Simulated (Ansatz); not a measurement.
**Si3Ge: a single-point run**

Wanted: a converged single-point run for Si3Ge, and a check of what comes out. The structure is shown as the input types it. The cell is built on a prototype (ordering on diamond) and needn't be the phase found in nature.

Computed with Ansatz 0.2.0 (density functional or hybrid calculation with the settings of its input, plane waves (as first typed), unless a step's input says otherwise).

5 further runs of the same task are left out: 2 for a known fault of the program, 3 that didn't finish.

### Step 1. The starting structure

It takes space group P-4m2 (No. 115, tetragonal). Conventional cell: a = 3.888 Å, b = 3.888 Å, c = 5.484 Å, α = 90.00°, β = 90.00°, γ = 90.00°. Si (site symmetry 2mm) is surrounded by 2 Si at 2.36 Å and 2 Ge at 2.39 Å. Around Si (site symmetry -4m2) lie 4 Si at 2.36 Å. Around Ge (site symmetry -4m2) lie 4 Si at 2.39 Å.

As a file:

```cif
data_structure
_symmetry_space_group_name_H-M 'P 1'
_symmetry_Int_Tables_number 1
_cell_length_a 3.8881
_cell_length_b 3.8881
_cell_length_c 5.4837
_cell_angle_alpha 90.000
_cell_angle_beta 90.000
_cell_angle_gamma 90.000
_cell_volume 82.90
loop_
_atom_site_label
_atom_site_type_symbol
_atom_site_fract_x
_atom_site_fract_y
_atom_site_fract_z
_atom_site_occupancy
Si1 Si 0.50000 0.00000 0.75488 1
Si2 Si 0.50000 0.50000 0.00000 1
Si3 Si 0.00000 0.50000 0.24512 1
Ge1 Ge 0.00000 0.00000 0.50000 1
```

### Step 2. The run

The input, input.yaml:

```yaml
crystal:
  lattice:
    - [3.8880966177, 0.0, 0.0]
    - [0.0, 3.8880966177, 0.0]
    - [0.0, 0.0, 5.4836775972]
  atoms:
    - { symbol: Si, position: [0.5, 0.0, 0.754877492] }
    - { symbol: Si, position: [0.5, 0.5, 0.0] }
    - { symbol: Si, position: [0.0, 0.5, 0.245122508] }
    - { symbol: Ge, position: [0.0, 0.0, 0.5] }
kpoints:
  mp_grid: { grid: [2, 4, 6] }
hamiltonian:
  xc: pbesol
scf:
  occupations: { method: fixed }
  n_extra_bands: 5
output:
  forces: true
  stress: true
  eigenvalues: true
```

Launch:

```console
> ansatz run input.yaml --threads 4 --pin off --max-ram 3686MiB --backend cpu --events-out ev --progress --plain --runs-dir out
```

Q: Will this input give a usable result? If not, why, and what should change?

The program finished normally, with warnings (symmetry narrowed by mesh). Its log warns: «crystal.symmetry: narrowed to the stabiliser of the k-point mesh — unitary ops 8 → 4; excluded 4 operations that carry a point of the 2×4×6 mesh (shift [0, 0 ...»

In the input, kpoints.mp_grid.grid is [2, 4, 6]. Unequal divisions along equivalent axes break the crystal's symmetry in the sampling.

To check: set kpoints.mp_grid.grid to [4, 4, 4].
